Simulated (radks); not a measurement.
# The Coulomb parameter U of the 5d shell of Hf⁺

An exercise on one series of results from a longer session: the logs are not shown, and one member is left open.

The numbers are computed with radks (a radial shooting solver on a logarithmic mesh, Libxc functionals) version 1 (scalar-relativistic Kohn-Sham, PBE, spin-unpolarised, spherical densities, finite nucleus), except any that are marked as measured or tabulated.

### Starting point

```
element            : hafnium (Z = 72)
charge             : +1
electrons          : 71
configuration      : [Xe] 4f14 5d2 6s1
nuclear rms radius : 5.347 fm
```

The outer shells:

Hf⁺
```
[Xe] core
4f [↑↓][↑↓][↑↓][↑↓][↑↓][↑↓][↑↓]
5d [↑ ][↑ ][  ][  ][  ]
6s [↑ ]
```

Set-up of the first run:

Input:

```text
Z 72
configuration [Xe] 4f14 5d2 6s1
relativity scalar-relativistic
functional pbe,pbe
spin unpolarised
nucleus finite rms 5.347 fm
c 137.035999084
```

Steps of the session up to this table: Start: [Xe] 4f14 5d2 6s1.

One table of the session follows, with a row left open; its other results are not shown here.

It belongs to the step «Start: [Xe] 4f14 5d2 6s1». Radial moments (bohr):

| level | <r> | outermost maximum (interpolated) | 90 % within | nodes |
| --- | --- | --- | --- | --- |
| 4s | 0.4683 | 0.437 | 0.672 | 3 |
| 4p | 0.4976 | 0.458 | 0.724 | 2 |
| 4d | 0.5351 | 0.471 | 0.804 | 1 |
| 5s | 1.135 | 1.02 | 1.64 | 4 |
| 5p | 1.342 | 1.16 | 1.97 | 3 |
| 4f | ? | ? | ? | ? |
| 6s | 3.202 | 2.78 | 4.67 | 5 |
| 5d | 2.276 | 1.67 | 3.65 | 2 |

Estimate the missing values for 4f.

**Answer.** <r>: 0.6771; outermost maximum (interpolated): 0.455; 90 % within: 1.15; nodes: 0. In the column «<r>» it lies between 4d (0.5351) and 5s (1.135).
